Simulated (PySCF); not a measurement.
# C5H10NPSi: the cost of one run

Computed with PySCF 2.14.0 and routines of our own; the level stands in each step. Atoms count from 0.

### Step 1. The starting structure

18 atoms, charge 0, multiplicity 1; geometry from: GFN2-xTB.

### Step 2. Circular dichroism and optical rotation: TDDFT PBE0/def2-SVPD

What the job is given:

```
{"job": {"kind": "ecd", "xc": "PBE0", "basis": "def2-SVPD", "nstates": 16}, "charge": 0, "multiplicity": 1}
N     -3.763464     0.515877     1.525939
C     -2.646987     0.368619     1.329457
C     -1.242000     0.199124     1.058116
C     -0.885658     0.802967    -0.286211
C     -0.965247    -0.028002    -1.523791
C      0.379176     0.392086    -0.991484
Si     1.579528    -0.881205    -0.279963
P      2.211917    -0.204080     1.764697
H     -1.010394    -0.869449     1.072118
H     -0.671939     0.684121     1.858701
H     -1.176481     1.845004    -0.371399
H     -1.248275    -1.064768    -1.418787
H     -1.329717     0.424262    -2.434008
H      0.858242     1.190448    -1.548572
H      0.934012    -2.189215    -0.106745
H      2.688250    -1.024853    -1.231154
H      2.959381     0.871405     1.316946
H      3.320898    -1.026021     1.827825
```

Method: TDDFT PBE0/def2-SVPD circular dichroism and optical rotation, one conformer, gas phase.

On the command line:

```sh
$ OMP_NUM_THREADS=1 python excited_run.py task.json out
```

One launch serves the whole session: the jobs run in the order shown.

Q: Estimate the wall time and peak memory of this job on 1 thread of Arm Neoverse V1, shared host.

About 2.6 min, with a peak of 1.1 GiB.
